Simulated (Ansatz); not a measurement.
# Al2RuN3: the cost of one run

Program: Ansatz 0.2.0. Level of theory: DFT PBE, scalar-relativistic, plane waves, PAW. These are calculated values, not measurements.

**1. Starting point**

It takes space group P6/mmm (No. 191, hexagonal). Conventional cell: a = 5.177 Å, b = 5.177 Å, c = 3.194 Å, α = 90.00°, β = 90.00°, γ = 120.00°. Around Al (site symmetry -6m2) lie 3 N at 1.49 Å. Around Ru (site symmetry 6/mmm) lie 6 N at 2.59 Å. N (site symmetry mmm) is surrounded by 2 Al at 1.49 Å.

As a file:

```cif
data_structure
_symmetry_space_group_name_H-M 'P 1'
_symmetry_Int_Tables_number 1
_cell_length_a 5.1773
_cell_length_b 5.1773
_cell_length_c 3.1940
_cell_angle_alpha 90.000
_cell_angle_beta 90.000
_cell_angle_gamma 120.000
_cell_volume 74.14
loop_
_atom_site_label
_atom_site_type_symbol
_atom_site_fract_x
_atom_site_fract_y
_atom_site_fract_z
_atom_site_occupancy
Al1 Al 0.33333 0.66667 0.50000 1
Al2 Al 0.66667 0.33333 0.50000 1
Ru1 Ru 0.00000 0.00000 0.50000 1
N1 N 0.50000 0.00000 0.50000 1
N2 N 0.00000 0.50000 0.50000 1
N3 N 0.50000 0.50000 0.50000 1
```

A structure generator made this guess: random cell by space group and Wyckoff sites (P6/mmm, No. 191). Its size is a rough estimate.

**2. A first look at the guess**

Input file input.yaml:

```yaml
crystal:
  lattice:
    - [5.17731756, 0.0, 0.0]
    - [-2.58865878, 4.48368853, 0.0]
    - [0.0, 0.0, 3.19401275]
  atoms:
    - { symbol: Al, position: [0.33333333, 0.66666667, 0.5] }
    - { symbol: Al, position: [0.66666667, 0.33333333, 0.5] }
    - { symbol: Ru, position: [0.0, 0.0, 0.5], spin: 1.0 }
    - { symbol: "N", position: [0.5, 0.0, 0.5] }
    - { symbol: "N", position: [0.0, 0.5, 0.5] }
    - { symbol: "N", position: [0.5, 0.5, 0.5] }
basis:
  ecutwfc: 420
kpoints:
  mp_grid: { grid: [6, 6, 6] }
hamiltonian:
  xc: pbe
scf:
  occupations: { method: gaussian, width: 0.1 }
  lower_state_search: "off"
output:
  forces: true
  stress: true
  eigenvalues: true
  populations: true
magnetization:
  spin_polarized: true
```

On the command line:

```bash
$ ansatz run input.yaml --threads 1 --pin off --max-ram 2560MiB --backend cpu --events-out ev --progress --plain --runs-dir out
```

Q: Estimate wall time and peak memory on 1 thread of Intel Xeon Gold 6455B (Sapphire Rapids), shared host.

About 5.4 s, with a peak of 0.42 GiB.
